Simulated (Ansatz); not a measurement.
# Te2Mo (2H MoTe2): the cost of one run

Method: DFT r2SCAN, scalar-relativistic, plane waves, PAW, in Ansatz 0.2.0.

**1. The system as given**

The structure is hexagonal, space group P6_3/mmc (No. 194). The conventional cell has a = 3.518 Å, b = 3.518 Å, c = 13.974 Å, α = 90.00°, β = 90.00°, γ = 120.00°. Te (site symmetry 3m) is surrounded by 3 Mo at 2.72 Å. Around Mo (site symmetry -6m2) lie 6 Te at 2.72 Å.

As a file:

```cif
data_structure
_symmetry_space_group_name_H-M 'P6_3/mmc'
_symmetry_Int_Tables_number 194
_cell_length_a 3.5182
_cell_length_b 3.5182
_cell_length_c 13.9736
_cell_angle_alpha 90.000
_cell_angle_beta 90.000
_cell_angle_gamma 120.000
_cell_volume 149.79
loop_
_atom_site_label
_atom_site_type_symbol
_atom_site_symmetry_multiplicity
_atom_site_Wyckoff_symbol
_atom_site_fract_x
_atom_site_fract_y
_atom_site_fract_z
_atom_site_occupancy
Te1 Te 4 f 0.33333 0.66667 0.62100 1
Mo1 Mo 2 c 0.33333 0.66667 0.25000 1
```

The structure rests on an entry of the Crystallography Open Database; cell or positions may have been set otherwise for this series.

**2. Relaxing the atoms: Te2Mo (2H MoTe2), no spin**

The input, input.yaml:

```yaml
crystal:
  lattice:
    - [3.5182, 0.0, 0.0]
    - [-1.7591, 3.0468505756, 0.0]
    - [0.0, 0.0, 13.9736]
  atoms:
    - { symbol: Te, position: [0.3333333333, 0.6666666667, 0.621] }
    - { symbol: Te, position: [0.6666666667, 0.3333333333, 0.121] }
    - { symbol: Te, position: [0.3333333333, 0.6666666667, 0.879] }
    - { symbol: Te, position: [0.6666666667, 0.3333333333, 0.379] }
    - { symbol: Mo, position: [0.3333333333, 0.6666666667, 0.25] }
    - { symbol: Mo, position: [0.6666666667, 0.3333333333, 0.75] }
scf:
  occupations: { method: fixed }
output:
  forces: true
  stress: true
  eigenvalues: true
  write_density: true
  write_potential: true
  elf: true
  volumetric_format: npy
hamiltonian:
  xc: r2scan
basis:
  ecutwfc: 440
kpoints:
  mp_grid: { grid: [12, 12, 3] }
relax:
  f_tol: 0.001
  max_steps: 40
```

Launch:

```
ansatz run input.yaml --threads 8 --pin off --max-ram 24576MiB --backend cpu --events-out ev --progress --plain --runs-dir out
```

**Question.** How long does this run take on 8 threads of Intel Xeon 6975P-C (Granite Rapids), shared host, and how much memory does it need?

About 14 s, with a peak of 1.2 GiB.
